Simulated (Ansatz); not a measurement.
**C5H11NSi: vertical ionisation energy**

One table from this session's results is given with a row withheld; the runs are named, their logs left out.

The runs use Ansatz 0.2.0, Gaussian basis; unrestricted cation, the program's frozen cores in correlated methods.

Plan: UKS PBE-D4/def2-TZVPP; UKS r2SCAN-D4/def2-TZVPP; UKS PBE0-D4/def2-TZVPP; UKS B3LYP-D4/def2-TZVPP; UKS wB97X-V/def2-TZVPP; UKS wB97M-V/def2-TZVPP; UKS B2PLYP/def2-TZVPP; UHF-CCSD(T)/def2-TZVPP; UHF-MP2/def2-QZVPP; extrapolation to the limit; then −ε(HOMO) from the neutral's earlier runs with LDA (SPW92), PBE-D4, revPBE-D4, BLYP-D4, r2SCAN-D4, B97M-V, PBE0-D4, B3LYP-D4, r2SCANh-D4, r2SCAN0-D4, HSE06-D4, BHLYP-D4, CAM-B3LYP-D4, LC-ωPBE, ωB97X-V, ωB97M-V.

## The relaxed structure

An earlier PBE0-D4 in a triple-zeta def2 set relaxation fixed the geometry.

18 atoms, charge 0, spin multiplicity 1.

Atoms are counted from 1 here; the program's logs count them from 0.

Bond lengths: C1–C2 1.323 Å, C1–H8 1.086 Å, C1–H9 1.083 Å, C2–C3 1.499 Å, C2–H10 1.088 Å, C3–N4 1.452 Å, C3–H11 1.098 Å, C3–H12 1.097 Å, N4–Si5 1.732 Å, N4–C6 1.383 Å, Si5–H13 1.483 Å, Si5–H14 1.490 Å, Si5–H15 1.487 Å, C6–C7 1.334 Å, C6–H16 1.087 Å, C7–H17 1.081 Å, C7–H18 1.081 Å. Angles: C2–C1–H8 121.4°, C2–C1–H9 121.7°, H8–C1–H9 116.9°, C1–C2–C3 124.4°, C1–C2–H10 120.0°, C3–C2–H10 115.6°, C2–C3–N4 114.1°, C2–C3–H11 108.7°, C2–C3–H12 110.1°, N4–C3–H11 107.6°, N4–C3–H12 109.5°, H11–C3–H12 106.5°, C3–N4–Si5 118.9°, C3–N4–C6 118.6°, Si5–N4–C6 122.4°, N4–Si5–H13 107.5°, N4–Si5–H14 112.7°, N4–Si5–H15 108.9° and more.

Coordinates:

```tsv
atom	x (Å)	y (Å)	z (Å)
C1	1.0038	-2.4925	-0.4306
C2	0.3581	-1.5804	0.2782
C3	0.8249	-0.1688	0.4702
N4	-0.2181	0.8285	0.3110
Si5	-0.9674	1.4898	1.7259
C6	-0.6425	1.1437	-0.9675
C7	-0.2207	0.6168	-2.1184
H8	1.9220	-2.2528	-0.9591
H9	0.6425	-3.5107	-0.5117
H10	-0.5671	-1.8427	0.7872
H11	1.2291	-0.0668	1.4856
H12	1.6504	0.0522	-0.2172
H13	-1.8023	2.6372	1.2942
H14	-1.8245	0.5011	2.4394
H15	0.0933	1.9214	2.6747
H16	-1.3929	1.9295	-0.9883
H17	-0.6219	0.9964	-3.0476
H18	0.4958	-0.1905	-2.1740
```

Set-up of the first run:

in.yaml reads:

```yaml
crystal:
  periodic: [false, false, false]
  atoms:
    - {symbol: C, position_ang: [1.003801, -2.492539, -0.430650]}
    - {symbol: C, position_ang: [0.358059, -1.580366, 0.278227]}
    - {symbol: C, position_ang: [0.824946, -0.168760, 0.470226]}
    - {symbol: N, position_ang: [-0.218055, 0.828492, 0.310952]}
    - {symbol: Si, position_ang: [-0.967366, 1.489829, 1.725867]}
    - {symbol: C, position_ang: [-0.642486, 1.143710, -0.967476]}
    - {symbol: C, position_ang: [-0.220708, 0.616753, -2.118446]}
    - {symbol: H, position_ang: [1.922046, -2.252751, -0.959074]}
    - {symbol: H, position_ang: [0.642468, -3.510730, -0.511708]}
    - {symbol: H, position_ang: [-0.567105, -1.842701, 0.787163]}
    - {symbol: H, position_ang: [1.229083, -0.066800, 1.485612]}
    - {symbol: H, position_ang: [1.650416, 0.052248, -0.217221]}
    - {symbol: H, position_ang: [-1.802324, 2.637184, 1.294183]}
    - {symbol: H, position_ang: [-1.824466, 0.501083, 2.439401]}
    - {symbol: H, position_ang: [0.093317, 1.921367, 2.674683]}
    - {symbol: H, position_ang: [-1.392929, 1.929519, -0.988258]}
    - {symbol: H, position_ang: [-0.621905, 0.996377, -3.047633]}
    - {symbol: H, position_ang: [0.495807, -0.190517, -2.174048]}
basis:
  gaussian: {orbitals: def2-TZVPP}
total_charge: 1
magnetization: {spin_polarized: true, initial_magnetization: 1}
hamiltonian: {xc: pbe, dispersion: d4}
```

On the command line:

```console
> ansatz run in.yaml --threads 2 --pin off --events-out ev --progress --plain --max-ram 32768MiB --backend cuda --devices 0, --max-vram 18GiB
```

Steps of the session up to this table: Cation, UKS PBE-D4/def2-TZVPP; Cation, UKS r2SCAN-D4/def2-TZVPP; Cation, UKS PBE0-D4/def2-TZVPP; Cation, UKS B3LYP-D4/def2-TZVPP; Cation, UKS wB97X-V/def2-TZVPP; Cation, UKS wB97M-V/def2-TZVPP; Cation, UKS B2PLYP (frozen core)/def2-TZVPP; Cation, UHF-CCSD(T)/def2-TZVPP; Cation, UHF-MP2/def2-QZVPP.

One of the session's tables, all rows but one given; the rest of the session is left out.

For comparison, −ε(HOMO) of the neutral from earlier runs:

```
  functional  −ε(HOMO) (eV)
 LDA (SPW92)           5.11
      PBE-D4           4.93
   revPBE-D4           4.87
     BLYP-D4           4.78
   r2SCAN-D4           5.12
      B97M-V           5.20
     PBE0-D4           6.01
    B3LYP-D4           5.81
  r2SCANh-D4           5.53
  r2SCAN0-D4           6.15
    HSE06-D4           5.62
    BHLYP-D4           6.98
CAM-B3LYP-D4           7.29
     LC-ωPBE              ?
     ωB97X-V           8.26
     ωB97M-V           8.20
```

Estimate the missing values for LC-ωPBE.

As computed: −ε(HOMO) (eV): 8.60. In the column «−ε(HOMO) (eV)» it is the highest.
